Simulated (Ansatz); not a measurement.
# ErBe3Pd: the cost of one run

Program: Ansatz 0.2.0. Level of theory: DFT PBE, scalar-relativistic, plane waves, PAW; 4f electrons in the core of a trivalent norm-conserving potential. These are calculated values, not measurements.

### Step 1. The structure to begin with

The structure is tetragonal, space group P4/mmm (No. 123). Conventional cell: a = 3.611 Å, b = 3.611 Å, c = 5.370 Å, α = 90.00°, β = 90.00°, γ = 90.00°. Er (site symmetry 4/mmm) has 4 Pd at 2.55 Å in its first shell of neighbours. Around Be (site symmetry mmm) lie 2 Be at 1.81 Å. Be (site symmetry 4/mmm) has 4 Be at 1.81 Å in its first shell of neighbours. Pd (site symmetry 4/mmm) is surrounded by 4 Er at 2.55 Å and 2 Be at 2.68 Å.

Coordinates:

```cif
data_structure
_symmetry_space_group_name_H-M 'P4/mmm'
_symmetry_Int_Tables_number 123
_cell_length_a 3.6106
_cell_length_b 3.6106
_cell_length_c 5.3700
_cell_angle_alpha 90.000
_cell_angle_beta 90.000
_cell_angle_gamma 90.000
_cell_volume 70.01
loop_
_atom_site_label
_atom_site_type_symbol
_atom_site_symmetry_multiplicity
_atom_site_Wyckoff_symbol
_atom_site_fract_x
_atom_site_fract_y
_atom_site_fract_z
_atom_site_occupancy
Er1 Er 1 d 0.50000 0.50000 0.50000 1
Be1 Be 2 f 0.50000 0.00000 0.00000 1
Be2 Be 1 a 0.00000 0.00000 0.00000 1
Pd1 Pd 1 b 0.00000 0.00000 0.50000 1
```

A structure generator made this guess: random cell by space group and Wyckoff sites (P4/mmm, No. 123). The dimensions are guesses.

### Step 2. The guess as it stands, on a coarse mesh

Contents of input.yaml:

```yaml
crystal:
  lattice:
    - [3.61061512, 0.0, 0.0]
    - [0.0, 3.61061512, 0.0]
    - [0.0, 0.0, 5.36998102]
  atoms:
    - { symbol: Er, position: [0.5, 0.5, 0.5] }
    - { symbol: Be, position: [0.5, 0.0, 0.0] }
    - { symbol: Be, position: [0.0, 0.5, 0.0] }
    - { symbol: Be, position: [0.0, 0.0, 0.0] }
    - { symbol: Pd, position: [0.0, 0.0, 0.5] }
basis:
  ecutwfc: 770
kpoints:
  mp_grid: { grid: [6, 6, 4] }
hamiltonian:
  xc: pbe
  pseudopotentials:
    kind: paw
    azcp: { Er: "pseudopotentials/pbe/nc/lanthanide_3plus/Er.nc.azcp" }
scf:
  occupations: { method: gaussian, width: 0.1 }
  lower_state_search: "off"
output:
  forces: true
  stress: true
  eigenvalues: true
```

On the command line:

```sh
ansatz run input.yaml --threads 1 --pin off --max-ram 2560MiB --backend cpu --events-out ev --progress --plain --runs-dir out
```

What time and memory should one allow on 1 thread of Intel Xeon at 2.50GHz (Skylake/Cascade Lake), shared host?

About 17 s, with a peak of 0.43 GiB.
